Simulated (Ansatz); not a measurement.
# Sn8O14F: the cost of one run

Program: Ansatz 0.2.0. Level of theory: DFT PBE, plane waves, PAW, scalar-relativistic, no spin polarisation. These are calculated values, not measurements.

## (1) Starting point

The cell holds 23 atoms (FO14Sn8): a = 6.701 Å, b = 6.701 Å, c = 6.373 Å, α = 90.00°, β = 90.00°, γ = 90.00°.

Structure file:

```xyz
23
Lattice="-4.7380 -4.7380 0.0000 4.7380 -4.7380 0.0000 0.0000 0.0000 6.3730" Properties=species:S:1:pos:R:3 pbc="T T T"
Sn   -0.0305   -4.7718    0.0166
Sn    2.4026   -2.3497    1.5977
O     1.4954   -3.2785    0.0345
O     0.8454   -0.9209    1.5919
O    -1.3909   -6.1830    0.0165
O     3.8680   -3.7913    1.5784
Sn    0.0184   -4.7211    3.1670
Sn    2.4193   -2.3617    4.7663
O     1.4352   -3.2711    3.1944
O     0.8732   -0.9155    4.7675
O    -1.5185   -6.2048    3.1226
O     3.8262   -3.8380    4.8035
Sn   -0.0161    0.0430   -0.0196
Sn   -2.3534   -2.3848    1.6465
F    -3.2863   -3.2882   -0.0242
O     0.8859   -5.6400    1.6099
O    -0.9402   -3.8135    1.5583
Sn   -0.0130    0.0545    3.2148
Sn   -2.3437   -2.3725    4.7645
O    -3.2976   -3.2405    3.2050
O     0.9478   -5.6908    4.7624
O    -1.4583   -1.4510    3.2518
O    -0.9056   -3.7898    4.7853
```

## (2) End point A

The input, input.yaml:

```yaml
crystal:
  lattice:
    - [-4.738, -4.738, 0.0]
    - [4.738, -4.738, 0.0]
    - [0.0, 0.0, 6.373]
  atoms:
    - { symbol: Sn, position: [0.5067914, 0.5003452, 0.0026016] }
    - { symbol: Sn, position: [-0.005584, 0.5015103, 0.2506999] }
    - { symbol: O, position: [0.188167, 0.5037815, 0.0054064] }
    - { symbol: O, position: [0.0079751, 0.1863989, 0.2497807] }
    - { symbol: O, position: [0.7992765, 0.5057063, 0.0025903] }
    - { symbol: O, position: [-0.0080892, 0.8082789, 0.2476718] }
    - { symbol: Sn, position: [0.496279, 0.5001593, 0.4969351] }
    - { symbol: Sn, position: [-0.0060799, 0.5045416, 0.7478958] }
    - { symbol: O, position: [0.1937431, 0.4966541, 0.5012408] }
    - { symbol: O, position: [0.0044727, 0.1887624, 0.7480786] }
    - { symbol: O, position: [0.8150377, 0.4945517, 0.4899726] }
    - { symbol: O, position: [0.0012406, 0.808802, 0.7537271] }
    - { symbol: Sn, position: [-0.0028393, -0.0062286, -0.0030705] }
    - { symbol: Sn, position: [0.5000178, 0.0033144, 0.2583616] }
    - { symbol: F, position: [0.6938051, 0.0002046, -0.0037932] }
    - { symbol: O, position: [0.5016994, 0.6886843, 0.2526122] }
    - { symbol: O, position: [0.5016582, 0.3032223, 0.2445212] }
    - { symbol: Sn, position: [-0.0043794, -0.0071266, 0.5044375] }
    - { symbol: Sn, position: [0.4977052, 0.0030394, 0.7476064] }
    - { symbol: O, position: [0.6899652, -0.0060318, 0.5029026] }
    - { symbol: O, position: [0.5005297, 0.7005689, 0.7472795] }
    - { symbol: O, position: [0.3070215, -0.0007661, 0.5102443] }
    - { symbol: O, position: [0.4955019, 0.3043664, 0.7508674] }
total_charge: 1
basis:
  ecutwfc: 420.0
kpoints:
  mp_grid: { grid: [2, 2, 2] }
hamiltonian:
  xc: pbe
  pseudopotentials: { kind: paw, azcp: { folder: soft_1 } }
scf:
  occupations: { method: gaussian, width: 0.02 }
  lower_state_search: "off"
relax:
  f_tol: 0.03
  max_steps: 60
  adjacent_minimum: "off"
```

Launch:

```bash
> ansatz run input.yaml --threads 2 --pin off --max-ram 5120MiB --backend cpu --events-out ev --progress --plain --runs-dir out
```

Q: Estimate wall time and peak memory on 2 threads of Arm Neoverse V1, shared host.

About 59 s, with a peak of 0.77 GiB.
